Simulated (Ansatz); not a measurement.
# TiAl: the cost of one run

Method: DFT PBE, scalar-relativistic, plane waves, PAW, in Ansatz 0.2.0.

27 further runs of the same task are left out: 27 set aside as unsound or not needed.

## 1. The starting structure

The structure is tetragonal, space group P4/mmm (No. 123). Conventional cell: a = 2.895 Å, b = 2.895 Å, c = 4.183 Å, α = 90.00°, β = 90.00°, γ = 90.00°. Ti (site symmetry 4/mmm) has 4 Ti at 2.90 Å and 8 Al at 2.93 Å as nearest neighbours. Al (site symmetry 4/mmm) is surrounded by 4 Al at 2.90 Å and 8 Ti at 2.93 Å.

Structure file:

```cif
data_structure
_symmetry_space_group_name_H-M 'P 1'
_symmetry_Int_Tables_number 1
_cell_length_a 2.8951
_cell_length_b 2.8951
_cell_length_c 4.1826
_cell_angle_alpha 90.000
_cell_angle_beta 90.000
_cell_angle_gamma 90.000
_cell_volume 35.06
loop_
_atom_site_label
_atom_site_type_symbol
_atom_site_fract_x
_atom_site_fract_y
_atom_site_fract_z
_atom_site_occupancy
Ti1 Ti 0.00000 0.00000 0.00000 1
Al1 Al 0.50000 0.50000 0.50000 1
```

## 2. Volume 17.529 Å³ an atom, total moment held at 0.125 muB a cell

The input, input.yaml:

```yaml
crystal:
  lattice:
    - [2.8951348167, 0.0, 0.0]
    - [0.0, 2.8951348167, 0.0]
    - [0.0, 0.0, 4.182631004]
  atoms:
    - { symbol: Ti, position: [0.0, 0.0, 0.0], spin: 0.125 }
    - { symbol: Al, position: [0.5, 0.5, 0.5] }
basis:
  ecutwfc: 520.0
kpoints:
  mp_grid: { grid: [18, 18, 12] }
hamiltonian:
  xc: pbe
  pseudopotentials: { kind: paw, azcp: { folder: soft_1 } }
scf:
  occupations: { method: gaussian, width: 0.15 }
  lower_state_search: "off"
output:
  forces: true
  stress: true
  eigenvalues: true
  populations: true
magnetization:
  spin_polarized: true
  initial_magnetization: 0.125
  spin_locking: { lock_magnetization: hard }
```

Launch:

```console
$ ansatz run input.yaml --threads 2 --pin off --max-ram 4096MiB --backend cpu --events-out ev --progress --plain --runs-dir out
```

What time and memory should one allow on 2 threads of Arm Neoverse N1, shared host?

About 34 s, with a peak of 0.59 GiB.
